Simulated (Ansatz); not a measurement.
**C2H6ClFHfOSe: one species, many methods**

One table from this session's results is given with a row withheld; the runs are named, their logs left out.

Method: functionals in def2-TZVPP, the program's frozen cores in correlated methods; program: Ansatz 0.2.0, Gaussian basis.

Plan: LDA (SPW92), PBE-D4, revPBE-D4, BLYP-D4, r2SCAN-D4, B97M-V, PBE0-D4, B3LYP-D4, r2SCANh-D4, r2SCAN0-D4, HSE06-D4, BHLYP-D4, CAM-B3LYP-D4, LC-ωPBE, ωB97X-V, ωB97M-V, B2PLYP, PBE-QIDH; CCSD(T)/def2-SVP; CCSD(T)/def2-TZVPP; MP2/def2-QZVPP; extrapolation to the limit; RPA on PBE.

### Structure used throughout

An earlier PBE0-D4 in a triple-zeta def2 set relaxation fixed the geometry. Hf takes the def2 core potential; no spin-orbit term is included.

SMILES `C[O][Hf]([F])([Cl])[Se]C`, 13 atoms, charge 0, spin multiplicity 1.

Atoms are counted from 1 here; the program's logs count them from 0.

Bond lengths: C1–O2 1.393 Å, C1–H8 1.094 Å, C1–H9 1.093 Å, C1–H10 1.094 Å, O2–Hf3 1.885 Å, Hf3–F4 1.905 Å, Hf3–Cl5 2.352 Å, Hf3–Se6 2.568 Å, Se6–C7 1.975 Å, C7–H11 1.089 Å, C7–H12 1.088 Å, C7–H13 1.088 Å. Angles: O2–C1–H8 110.2°, O2–C1–H9 110.1°, O2–C1–H10 110.1°, H8–C1–H9 108.8°, H8–C1–H10 108.9°, H9–C1–H10 108.7°, C1–O2–Hf3 176.6°, O2–Hf3–F4 107.1°, O2–Hf3–Cl5 111.7°, O2–Hf3–Se6 107.9°, F4–Hf3–Cl5 113.6°, F4–Hf3–Se6 107.3°, Cl5–Hf3–Se6 109.0°, Hf3–Se6–C7 94.0°, Se6–C7–H11 111.2°, Se6–C7–H12 106.2°, Se6–C7–H13 110.0°, H11–C7–H12 109.0° and more.

Coordinates:

| atom | x (Å) | y (Å) | z (Å) |
| --- | --- | --- | --- |
| C1 | 1.5869 | -0.3622 | 1.8070 |
| O2 | 1.2392 | 0.1823 | 0.5726 |
| Hf3 | 0.6792 | 0.9656 | -1.0484 |
| F4 | 0.9817 | -0.3167 | -2.4242 |
| Cl5 | 1.7461 | 3.0261 | -1.4308 |
| Se6 | -1.8556 | 1.3500 | -0.9058 |
| C7 | -2.2801 | -0.5732 | -0.7647 |
| H8 | 1.8114 | -1.4270 | 1.6998 |
| H9 | 2.4694 | 0.1451 | 2.2064 |
| H10 | 0.7629 | -0.2432 | 2.5163 |
| H11 | -1.7389 | -1.1508 | -1.5121 |
| H12 | -3.3480 | -0.6637 | -0.9529 |
| H13 | -2.0544 | -0.9324 | 0.2368 |

Set-up of the first run:

The input, in.yaml:

```yaml
crystal:
  periodic: [false, false, false]
  atoms:
    - {symbol: C, position_ang: [1.586907, -0.362164, 1.807025]}
    - {symbol: O, position_ang: [1.239248, 0.182329, 0.572598]}
    - {symbol: Hf, position_ang: [0.679211, 0.965624, -1.048377]}
    - {symbol: F, position_ang: [0.981737, -0.316743, -2.424226]}
    - {symbol: Cl, position_ang: [1.746079, 3.026137, -1.430801]}
    - {symbol: Se, position_ang: [-1.855564, 1.350010, -0.905778]}
    - {symbol: C, position_ang: [-2.280112, -0.573183, -0.764706]}
    - {symbol: H, position_ang: [1.811416, -1.427048, 1.699825]}
    - {symbol: H, position_ang: [2.469354, 0.145082, 2.206384]}
    - {symbol: H, position_ang: [0.762944, -0.243216, 2.516335]}
    - {symbol: H, position_ang: [-1.738886, -1.150767, -1.512098]}
    - {symbol: H, position_ang: [-3.347965, -0.663709, -0.952944]}
    - {symbol: H, position_ang: [-2.054368, -0.932362, 0.236754]}
basis:
  gaussian: {orbitals: def2-TZVPP}
hamiltonian: {xc: lda}
output: {orbitals: {seedname: orbitals}}
```

Run with:

```sh
$ ansatz run in.yaml --threads 2 --pin off --events-out ev --progress --plain --max-ram 22528MiB --backend cuda --devices 0, --max-vram 18GiB
```

Steps of the session up to this table: LDA; PBE-D4 (GGA); revPBE-D4 (GGA); BLYP-D4 (GGA); r2SCAN-D4 (meta-GGA); B97M-V (meta-GGA); PBE0-D4 (hybrid); B3LYP-D4 (hybrid); r2SCANh-D4 (hybrid); r2SCAN0-D4 (hybrid); HSE06-D4 (hybrid); BHLYP-D4 (hybrid); CAM-B3LYP-D4 (range-separated); LC-ωPBE (range-separated); ωB97X-V (range-separated); ωB97M-V (range-separated); B2PLYP (double hybrid); PBE-QIDH (double hybrid).

One of the session's tables, all rows but one given; the rest of the session is left out.

It belongs to the step «Frontier levels by functional». 

| functional | HOMO (eV) | LUMO (eV) | gap (eV) |
| --- | --- | --- | --- |
| LDA (SPW92) | -5.82 | -2.55 | 3.26 |
| PBE-D4 | -5.66 | -2.29 | 3.37 |
| revPBE-D4 | -5.60 | -2.18 | 3.41 |
| BLYP-D4 | -5.49 | -2.16 | 3.34 |
| r2SCAN-D4 | ? | ? | ? |
| B97M-V | -5.98 | -2.13 | 3.85 |
| PBE0-D4 | -6.79 | -1.50 | 5.29 |
| B3LYP-D4 | -6.55 | -1.69 | 4.86 |
| r2SCANh-D4 | -6.34 | -1.83 | 4.51 |
| r2SCAN0-D4 | -6.96 | -1.39 | 5.57 |
| HSE06-D4 | -6.39 | -1.87 | 4.52 |
| BHLYP-D4 | -7.75 | -0.56 | 7.19 |
| CAM-B3LYP-D4 | -8.02 | -0.43 | 7.59 |
| LC-ωPBE | -9.35 | 0.72 | 10.06 |
| ωB97X-V | -9.02 | 0.60 | 9.62 |
| ωB97M-V | -8.89 | 0.46 | 9.35 |

Q: Estimate the row for r2SCAN-D4 from the others.

Worked estimate for «HOMO (eV)». Against the share of exact exchange, r2SCANh-D4 (0.1, -6.34), r2SCAN0-D4 (0.25, -6.96) give a slope of -4.13 per unit share; at 0 the line stands at -5.93.

**Answer.** HOMO (eV): -5.93; LUMO (eV): -2.12; gap (eV): 3.80. In «HOMO (eV)» the line misses by 0.00.
